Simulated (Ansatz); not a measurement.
# CH3BN2O: the cost of one run

Method: RKS PBE-D4/def2-SVP, in Ansatz 0.2.0.

## 1. The system as given

Bond lengths: N1–C2 1.260 Å, C2–O3 1.426 Å, C2–B4 1.472 Å, O3–B4 1.425 Å, B4–N5 1.560 Å, N1–H6 1.118 Å, N5–H7 1.020 Å, N5–H8 1.066 Å. Angles: N1–C2–O3 148.4°, N1–C2–B4 152.5°, O3–C2–B4 58.9°, C2–N1–H6 118.4°, C2–O3–B4 62.2°, C2–B4–O3 58.9°, C2–B4–N5 149.4°, O3–B4–N5 149.5°, B4–N5–H7 107.8°, B4–N5–H8 103.9°, H7–N5–H8 108.9°.

As a file:

```xyz
8

N     0.4027    1.1241    1.8045
C     0.4393    0.0806    1.0995
O     0.7849   -1.2987    0.9882
B     0.3010   -0.6377   -0.1784
N    -0.3012   -0.7172   -1.6150
H    -0.0466    2.0483    1.3636
H    -1.2946   -0.9301   -1.5247
H    -0.1934    0.2735   -1.9935
```

## 2. End point A

The input, input.yaml:

```yaml
crystal:
  periodic: [false, false, false]
  atoms:
    - { symbol: "N", position_ang: [0.4027, 1.1241, 1.8045] }
    - { symbol: C, position_ang: [0.4393, 0.0806, 1.0995] }
    - { symbol: O, position_ang: [0.7849, -1.2987, 0.9882] }
    - { symbol: B, position_ang: [0.301, -0.6377, -0.1784] }
    - { symbol: "N", position_ang: [-0.3012, -0.7172, -1.615] }
    - { symbol: H, position_ang: [-0.0466, 2.0483, 1.3636] }
    - { symbol: H, position_ang: [-1.2946, -0.9301, -1.5247] }
    - { symbol: H, position_ang: [-0.1934, 0.2735, -1.9935] }
basis:
  gaussian: { orbitals: def2-SVP }
hamiltonian:
  xc: pbe
  dispersion: d4
relax:
  f_tol: 0.015
  max_steps: 40
```

Launch:

```bash
ansatz run input.yaml --threads 1 --pin off --max-ram 2048MiB --backend cpu --events-out ev --progress --plain --runs-dir out
```

Q: Estimate wall time and peak memory on 1 thread of Arm Neoverse V2, shared host.

About 31 s, with a peak of 0.14 GiB.
